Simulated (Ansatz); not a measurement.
**CH₆SSeSi: a ladder of functionals and wavefunction methods**

How much do the methods differ for CH₆SSeSi? The plan is to run it at one geometry with functionals of several rungs and with coupled cluster. The yardstick is the atomisation energy at the CCSD(T) limit.

Program: Ansatz 0.2.0, Gaussian basis. Level of theory: functionals in def2-TZVPP, the program's frozen cores in correlated methods. These are calculated values, not measurements.

Plan: PBE-D4, r2SCAN-D4, PBE0-D4, B3LYP-D4, ωB97X-V, ωB97M-V, B2PLYP; CCSD(T)/def2-TZVPP; MP2/def2-QZVPP; extrapolation to the limit.

## Step 1: Structure used throughout

An earlier PBE0-D4 in a triple-zeta def2 set relaxation fixed the geometry.

SMILES `SC[SiH2][SeH]`, 10 atoms, charge 0, spin multiplicity 1.

Atoms are counted from 1 here; the program's logs count them from 0.

Bond lengths: S1–C2 1.807 Å, S1–H5 1.344 Å, C2–Si3 1.879 Å, C2–H6 1.094 Å, C2–H7 1.093 Å, Si3–Se4 2.275 Å, Si3–H8 1.486 Å, Si3–H9 1.483 Å, Se4–H10 1.470 Å. Angles: C2–S1–H5 97.1°, S1–C2–Si3 110.9°, S1–C2–H6 110.3°, S1–C2–H7 111.0°, Si3–C2–H6 106.4°, Si3–C2–H7 109.8°, H6–C2–H7 108.3°, C2–Si3–Se4 113.0°, C2–Si3–H8 107.6°, C2–Si3–H9 110.4°, Se4–Si3–H8 111.2°, Se4–Si3–H9 104.3°, H8–Si3–H9 110.3°, Si3–Se4–H10 93.0°.

## Step 2: PBE-D4 (GGA)

File in.yaml:

```yaml
crystal:
  periodic: [false, false, false]
  atoms:
    - {symbol: S, position_ang: [-1.268118, 1.418943, -0.711604]}
    - {symbol: C, position_ang: [0.090111, 0.857129, 0.340017]}
    - {symbol: Si, position_ang: [0.091764, -1.016538, 0.486744]}
    - {symbol: Se, position_ang: [-0.051653, -2.066877, -1.526358]}
    - {symbol: H, position_ang: [-1.247627, 2.708651, -0.334986]}
    - {symbol: H, position_ang: [-0.029777, 1.246076, 1.355524]}
    - {symbol: H, position_ang: [1.053294, 1.198428, -0.047292]}
    - {symbol: H, position_ang: [1.328405, -1.410411, 1.210804]}
    - {symbol: H, position_ang: [-1.106999, -1.478605, 1.226937]}
    - {symbol: H, position_ang: [1.223700, -1.507997, -1.996786]}
basis:
  gaussian: {orbitals: def2-TZVPP}
hamiltonian: {xc: pbe, dispersion: d4}
output: {forces: true, orbitals: {seedname: orbitals}}
```

Run with:

```
$ ansatz run in.yaml --threads 4 --pin off --events-out ev --progress --plain --max-ram 10444MiB
```

After this run come: r2SCAN-D4 (meta-GGA); PBE0-D4 (hybrid); B3LYP-D4 (hybrid); ωB97X-V (range-separated); ωB97M-V (range-separated); B2PLYP (double hybrid); CCSD(T) in def2-TZVPP; MP2 in def2-QZVPP.

Q: Predict the results of all the runs planned. Wanted: atomisation energy, CCSD(T)/CBS; farthest; mean size of error, hybrid; mean size of error, range-separated; gap, smallest and largest; T1 diagnostic; triples share of the correlation energy.

**Answer**, as computed:

| quantity | value |
| --- | --- |
| atomisation energy, CCSD(T)/CBS | 3143.4 kJ/mol |
| functionals within 31.4 kJ/mol (1.0 %) | PBE-D4, r2SCAN-D4, PBE0-D4, B3LYP-D4, ωB97X-V, ωB97M-V |
| farthest | B2PLYP (-66.9 kJ/mol) |
| mean size of error, hybrid | 20.1 kJ/mol |
| mean size of error, range-separated | 7.4 kJ/mol |
| gap, smallest and largest | 4.78 eV (PBE-D4), 11.25 eV (ωB97X-V) |
| T1 diagnostic | 0.0098 |
| triples share of the correlation energy | 3.9 % |

**Reading.** PBE-D4 misses by +12.7 kJ/mol. Double hybrids carry the basis error of their MP2 part in triple zeta, and no dispersion term here, so their miss is partly the set-up's. Misses under about 31.4 kJ/mol are within the doubt on the reference itself, which lacks core-valence correlation, relativity and higher excitations, and its outer-core shells are covered unevenly. All levels share the lack of spin-orbit coupling, which lowers the free heavy atoms and so the true binding. Hartree-Fock recovers 72 % of the binding; the rest is correlation. Orbital gaps span 4.8 to 11.2 eV; exact exchange widens them. Correlated methods include outer-core shells of Se, which these sets cover unevenly.
